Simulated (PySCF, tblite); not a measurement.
# C4H12F2OSi2: geometry, infrared bands and NMR shifts

Wanted: the infrared bands and NMR shifts of C4H12F2OSi2 (`OCC[C@H]([SiH3])[SiH2]C(F)F`), by calculation.

Programs: tblite 0.8.0 and PySCF 2.14.0, with density-fitted response routines of our own. Each step states its level of theory. These are calculated values for one molecule in the gas phase, unless marked as measured. Atoms are numbered from 0 throughout.

### Step 1. Starting geometry

21 atoms, charge 0, multiplicity 1; geometry from: force field or distance geometry start.

Bonds of the start (Å): O0–C1 1.39, C1–C2 1.49, C2–C3 1.49, C3–Si4 1.86, C3–Si5 1.86, Si5–C6 1.87, C6–F7 1.40, C6–F8 1.36, O0–H9 0.99, C1–H10 1.13, C1–H11 1.10, C2–H12 1.12, C2–H13 1.13, C3–H14 1.13, Si4–H15 1.45, Si4–H16 1.48, Si4–H17 1.49, Si5–H18 1.47, Si5–H19 1.44, C6–H20 1.11.

### Step 2. Relaxing the molecule with GFN2-xTB

Job settings and geometry (Å):

```
{"job": {"kind": "relax", "xc": "GFN2-xTB", "basis": "xTB"}, "charge": 0, "multiplicity": 1}
O     -1.291500    -1.928100    -0.521700
C     -2.170200    -0.913600    -0.156700
C     -1.481900     0.400900    -0.274300
C     -0.277700     0.485100     0.603700
Si     0.431100     2.188200     0.351200
Si     0.891700    -0.859200     0.079600
C      2.670900    -0.465300     0.498000
F      3.461900    -1.092500    -0.465500
F      2.962600     0.866000     0.515800
H     -1.724600    -2.681100    -0.996000
H     -2.434300    -1.094800     0.930800
H     -3.082000    -0.911000    -0.778300
H     -1.114300     0.506700    -1.326300
H     -2.189300     1.258600    -0.094800
H     -0.620700     0.344700     1.666600
H      1.495300     2.223800    -0.628600
H      0.866400     2.754000     1.645800
H     -0.672300     3.070000    -0.122000
H      0.558500    -2.055300     0.869500
H      0.743600    -1.165500    -1.324500
H      2.967800    -0.914700     1.468500
```

Launch:

```console
> OMP_NUM_THREADS=1 python probes_run.py task.json out
```

One launch serves the whole session: the jobs run in the order shown.

**Question.** This job is followed by: GFN2-xTB harmonic vibrations, gas phase; GIAO PBE0/pcSseg-1 NMR shielding, non-relativistic, gas phase. Predict these results of the whole session: strongest single infrared mode (GFN2-xTB); zero-point energy (GFN2-xTB); 13C shifts against TMS (PBE0/pcSseg-1); 1H shifts against TMS (PBE0/pcSseg-1, means over atoms taken as alike); 17O shifts against H2O (PBE0/pcSseg-1); 29Si shifts against TMS (PBE0/pcSseg-1); 19F shifts against CFCl3 (PBE0/pcSseg-1).

**Answer**, as computed:

| quantity | value |
| --- | --- |
| strongest single infrared mode (GFN2-xTB) | 2201 cm⁻¹, 352 km/mol |
| zero-point energy (GFN2-xTB) | 93.7 kcal/mol |
| 13C shifts against TMS (PBE0/pcSseg-1) | 128.4, 69.2, 34.1, 1.0 ppm |
| 1H shifts against TMS (PBE0/pcSseg-1, means over atoms taken as alike) | 6.02, 4.38, 4.31, 4.29, 3.98, 3.71, 1.87, 1.64, 0.80, 0.26 ppm |
| 17O shifts against H2O (PBE0/pcSseg-1) | 56.0 ppm |
| 29Si shifts against TMS (PBE0/pcSseg-1) | -57.7, -64.6 ppm |
| 19F shifts against CFCl3 (PBE0/pcSseg-1) | -155.3, -157.5 ppm |

In words: Relaxing lowered the energy by 0.758 eV in 145 steps; the close pair that moved most is Si5–C6, from 1.870 to 1.945 Å. No mode is imaginary among the 57: a minimum at this level. The strongest single mode, at 2201 cm⁻¹, moves mainly H18. Unscaled tight-binding wavenumbers are off by several per cent, some by more. Its intensities can rank the bands wrongly. H20 (hydrogen on an sp3 CH bonded to 2 F and Si) lies farthest downfield among hydrogen, at 6.02 ppm; its carbon carries F, hence the downfield position. At PBE0/pcSseg-1: Shielding is most anisotropic at F7 (span 263 ppm, paramagnetic term -145 ppm).
